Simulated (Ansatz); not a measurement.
Crystal: MnPt2.

```
Pt Mn
1.0
     2.85840    0.00000    0.00000
    -1.42920    2.47545    0.00000
     0.00000    0.00000    6.53250
Pt Mn
2 1
Cartesian
  1.4292 0.8252 2.0656
  0.0000 1.6503 4.4669
  0.0000 0.0000 0.0000
```

The cell comes from a database or a generator and needn't be the stable form of this composition.

Base run:

* Program: Ansatz 0.2.0
* Functional: PBE
* Potentials or basis: PseudoDojo stringent (PBE files)
* Cutoff: 1769 eV
* Density cutoff: 7075 eV
* k mesh: 11 × 11 × 4
* Occupations: fermi-dirac, width 0.05 eV
* Spin: collinear spin, ferromagnetic start
* Starting moments: [0.0, 0.0, 4.0] μB

Its results: band gap on the k mesh none (metal or under the smearing width); pressure -0.7 GPa; net moment 4.56 μB per cell; site moments Pt +0.32; Mn +3.75 μB; largest force 0.033 eV/Å.

The run is repeated on the same cell with these changes: potentials or basis from PseudoDojo stringent (PBE files) to SPMS NC; cutoff from 1769 eV to 1007 eV (not typed: the program's choice for these potentials). What comes out?

Band gap on the k mesh none (metal or under the smearing width); pressure -0.1 GPa; net moment 4.63 μB per cell; site moments Pt +0.33; Mn +3.80 μB; largest force 0.063 eV/Å.
